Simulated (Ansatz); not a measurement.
The system is Ta3AsAu2O13.

```
CELL_PARAMETERS angstrom
5.24237 3.02668 4.14273
-5.24237 3.02668 4.14273
0.00000 -6.05337 4.14273
ATOMIC_POSITIONS crystal
Ta 0.23108 0.57229 0.23108
Ta 0.23108 0.23108 0.57229
Ta 0.57229 0.23108 0.23108
As 0.55878 0.55878 0.55878
Au 0.96559 0.96559 0.96559
Au 0.75105 0.75105 0.75105
O 0.40884 0.66762 0.40884
O 0.40884 0.40884 0.66762
O 0.66762 0.40884 0.40884
O 0.49726 0.01313 0.36024
O 0.36024 0.49726 0.01313
O 0.01313 0.36024 0.49726
O 0.36024 0.01313 0.49726
O 0.01313 0.49726 0.36024
O 0.49726 0.36024 0.01313
O 0.10963 0.74806 0.10963
O 0.10963 0.10963 0.74806
O 0.74806 0.10963 0.10963
O 0.30840 0.30840 0.30840
```

The cell was built by a generator and needn't be a form met in nature.

Base run:

| Item | Value |
| --- | --- |
| Program | Ansatz 0.2.0 |
| Functional | PBE |
| Potentials or basis | Ansatz PAW earlier set |
| Cutoff | 900 eV |
| Density cutoff | 3600 eV |
| k mesh | 4 × 4 × 4 |
| Occupations | fermi-dirac, width 0.05 eV |
| Spin | no spin polarisation |

Its results: band gap on the k mesh 1.08 eV, indirect (least direct gap 1.11 eV); pressure 0.0 GPa; largest force 0.011 eV/Å.

Q: The run is repeated on the same cell with these changes: potentials or basis from Ansatz PAW earlier set to PseudoDojo standard (PBE files); cutoff from 900 eV to 1143 eV; density cutoff from 3600 eV to 4572 eV; valence electrons from 212 to 170. What comes out?

A: Band gap on the k mesh 1.07 eV, indirect (least direct gap 1.10 eV); pressure -0.4 GPa; largest force 0.146 eV/Å.

Caveats: spin-orbit coupling is left out, which moves the levels of the heavy elements.

A k mesh can miss the band edges.
